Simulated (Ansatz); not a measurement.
**One shape, several levels: C3H11AlO (SMILES C[Al-](C)(C)[OH2+])**

We compute a comparison of 3 runs (B3LYP/6-31G*, PBE0/6-31G**, PBE0/cc-pVDZ) of C3H11AlO. 

Program for the calculation: Ansatz 0.2.0.

8 further runs of the same task are left out: 1 for a known fault of the program, 2 that didn't finish, 5 set aside as unsound or not needed. Runs told in other sessions of the task aren't counted.

## Step 1: The system as given

C3H11AlO: 16 atoms, total charge 0, spin state singlet. SMILES: `C[Al-](C)(C)[OH2+]`. The coordinates come from a PBE0-D4/def2-TZVP relaxation. This is one conformer, not always the lowest.

Bond lengths: C1–Al2 1.979 Å, Al2–C3 1.979 Å, Al2–C4 1.966 Å, Al2–O5 2.056 Å, C1–H6 1.097 Å, C1–H7 1.096 Å, C1–H8 1.097 Å, C3–H9 1.097 Å, C3–H10 1.097 Å, C3–H11 1.096 Å, C4–H12 1.095 Å, C4–H13 1.096 Å, C4–H14 1.095 Å, O5–H15 0.964 Å, O5–H16 0.964 Å. Some angles: C1–Al2–C3 117.8°, C1–Al2–C4 117.9°, C1–Al2–O5 96.3°, C3–Al2–C4 118.0°, C3–Al2–O5 96.3°, C4–Al2–O5 102.6°, Al2–C1–H6 113.5°, Al2–C1–H7 110.5°, Al2–C1–H8 113.0°, Al2–C3–H9 113.0°.

## Step 2: Energy and forces at B3LYP/6-31G(d) (spherical functions) (run 1)

Input file input.yaml:

```yaml
crystal:
  periodic: [false, false, false]
  atoms:
    - symbol: C
      position_ang: [-0.637980, 0.723110, -1.712710]
    - symbol: Al
      position_ang: [0.085580, -0.140530, -0.085580]
    - symbol: C
      position_ang: [1.698930, 0.654370, 0.740480]
    - symbol: C
      position_ang: [-0.210750, -2.071140, 0.142530]
    - symbol: O
      position_ang: [-1.268240, 0.678630, 1.227590]
    - symbol: H
      position_ang: [-0.585750, 1.818080, -1.686750]
    - symbol: H
      position_ang: [-0.069050, 0.414640, -2.597260]
    - symbol: H
      position_ang: [-1.679210, 0.445600, -1.917720]
    - symbol: H
      position_ang: [1.843550, 0.343900, 1.782560]
    - symbol: H
      position_ang: [1.707300, 1.750610, 0.717030]
    - symbol: H
      position_ang: [2.601530, 0.334090, 0.207600]
    - symbol: H
      position_ang: [-0.016600, -2.405220, 1.167190]
    - symbol: H
      position_ang: [0.454110, -2.651670, -0.507280]
    - symbol: H
      position_ang: [-1.233710, -2.369370, -0.110180]
    - symbol: H
      position_ang: [-0.808840, 1.221910, 1.877580]
    - symbol: H
      position_ang: [-1.880870, 1.252980, 0.754900]
basis:
  gaussian:
    orbitals: 6-31G_st_-spherical.json
accuracy: high
output: {forces: true, orbitals: {seedname: orbitals}}
hamiltonian:
  xc: {name: B3LYP}
```

The basis set 6-31G* is read from a file made from the Basis Set Exchange's data (not shown).

Started as:

```
ansatz run input.yaml --threads 1 --pin off --max-ram 3480MiB --events-out events.jsonl --progress --plain --runs-dir runs
```

The program printed:

```text
Warning: RAYON_NUM_THREADS=1 ignored (pool sized by the plan → 1); use --threads N
[... 16 lines left out ...]
Total energy: -11935.52526616 eV, -438.6224633420 hartree
[... 16 lines left out ...]
Dipole moment:    -0.438592     0.596192     0.434571 e Å
```

It took 20 s on 1 thread of Arm Neoverse V2, shared host; peak memory 0.39 GiB.

## Step 3: Energy and gradient at PBE0/6-31G(d,p) (spherical functions) (run 2)

Input file job.yaml:

```yaml
crystal:
  periodic: [false, false, false]
  atoms:
    - {symbol: C, position_ang: [-0.637980, 0.723110, -1.712710]}
    - {symbol: Al, position_ang: [0.085580, -0.140530, -0.085580]}
    - {symbol: C, position_ang: [1.698930, 0.654370, 0.740480]}
    - {symbol: C, position_ang: [-0.210750, -2.071140, 0.142530]}
    - {symbol: O, position_ang: [-1.268240, 0.678630, 1.227590]}
    - {symbol: H, position_ang: [-0.585750, 1.818080, -1.686750]}
    - {symbol: H, position_ang: [-0.069050, 0.414640, -2.597260]}
    - {symbol: H, position_ang: [-1.679210, 0.445600, -1.917720]}
    - {symbol: H, position_ang: [1.843550, 0.343900, 1.782560]}
    - {symbol: H, position_ang: [1.707300, 1.750610, 0.717030]}
    - {symbol: H, position_ang: [2.601530, 0.334090, 0.207600]}
    - {symbol: H, position_ang: [-0.016600, -2.405220, 1.167190]}
    - {symbol: H, position_ang: [0.454110, -2.651670, -0.507280]}
    - {symbol: H, position_ang: [-1.233710, -2.369370, -0.110180]}
    - {symbol: H, position_ang: [-0.808840, 1.221910, 1.877580]}
    - {symbol: H, position_ang: [-1.880870, 1.252980, 0.754900]}
basis:
  gaussian:
    orbitals: 6-31G_st__st_-spherical.json
hamiltonian:
  xc: pbe0
accuracy: high
output: {forces: true, orbitals: {seedname: orbitals}}
```

The basis set 6-31G** is read from a file made from the Basis Set Exchange's data (not shown).

Started as:

```
ansatz run job.yaml --threads 1 --pin off --max-ram 3480MiB --events-out events.jsonl --progress --plain --runs-dir runs
```

The program printed:

```text
Warning: RAYON_NUM_THREADS=1 ignored (pool sized by the plan → 1); use --threads N
[... 16 lines left out ...]
Total energy: -11925.99310224 eV, -438.2721627788 hartree
[... 16 lines left out ...]
Dipole moment:    -0.435245     0.591939     0.431264 e Å
```

Wall time 27 s (1 thread of Arm Neoverse V2, shared host); peak memory 0.57 GiB.

## Step 4: Energy and gradient at PBE0/cc-pVDZ (run 3)

Input file input.yaml:

```yaml
crystal:
  periodic: [false, false, false]
  atoms:
    - {symbol: C, position_ang: [-0.637980, 0.723110, -1.712710]}
    - {symbol: Al, position_ang: [0.085580, -0.140530, -0.085580]}
    - {symbol: C, position_ang: [1.698930, 0.654370, 0.740480]}
    - {symbol: C, position_ang: [-0.210750, -2.071140, 0.142530]}
    - {symbol: O, position_ang: [-1.268240, 0.678630, 1.227590]}
    - {symbol: H, position_ang: [-0.585750, 1.818080, -1.686750]}
    - {symbol: H, position_ang: [-0.069050, 0.414640, -2.597260]}
    - {symbol: H, position_ang: [-1.679210, 0.445600, -1.917720]}
    - {symbol: H, position_ang: [1.843550, 0.343900, 1.782560]}
    - {symbol: H, position_ang: [1.707300, 1.750610, 0.717030]}
    - {symbol: H, position_ang: [2.601530, 0.334090, 0.207600]}
    - {symbol: H, position_ang: [-0.016600, -2.405220, 1.167190]}
    - {symbol: H, position_ang: [0.454110, -2.651670, -0.507280]}
    - {symbol: H, position_ang: [-1.233710, -2.369370, -0.110180]}
    - {symbol: H, position_ang: [-0.808840, 1.221910, 1.877580]}
    - {symbol: H, position_ang: [-1.880870, 1.252980, 0.754900]}
basis:
  gaussian: {orbitals: cc-pVDZ}
hamiltonian: {xc: pbe0}
accuracy: high
output: {forces: true, orbitals: {seedname: orbitals}}
```

Started as:

```
ansatz run input.yaml --threads 1 --pin off --max-ram 3480MiB --events-out events.jsonl --progress --plain --runs-dir runs
```

The program printed:

```text
Warning: RAYON_NUM_THREADS=1 ignored (pool sized by the plan → 1); use --threads N
[... 16 lines left out ...]
Total energy: -11926.24440358 eV, -438.2813979329 hartree
[... 16 lines left out ...]
Dipole moment:    -0.434463     0.570230     0.429915 e Å
```

It took 31 s on 1 thread of Arm Neoverse V2, shared host; peak memory 0.6 GiB.

## Step 5: The series

```csv
run,level,energy (Eh),dipole moment (D),HOMO energy (eV),LUMO energy (eV),wall time
1,B3LYP/6-31G* (spherical functions),-438.622463,4.12,-6.33,0.05,20 s
2,PBE0/6-31G** (spherical functions),-438.272163,4.09,-6.61,0.47,27 s
3,PBE0/cc-pVDZ,-438.281398,4.02,-6.75,0.26,31 s
```

## Step 6: Summary of results

| quantity | value |
| --- | --- |
| run 3: total energy | -438.28140 Eh |
| run 3: dipole moment | 4.02 D |
| run 3: HOMO energy | -6.75 eV |
| run 3: LUMO energy | 0.26 eV |
| run 3: HOMO–LUMO gap | 7.01 eV |
| run 3: largest force on an atom | 0.342 eV/Å |

**Reading.** The dipole moment (its size) runs from 4.02 D (PBE0/cc-pVDZ) to 4.12 D (B3LYP/6-31G*). The two ends differ in method and basis. The HOMO–LUMO gap runs from 6.38 eV (B3LYP/6-31G*) to 7.08 eV (PBE0/6-31G**). Totals of different functionals can't be ranked against each other. All runs together took 78 s, the longest 31 s.
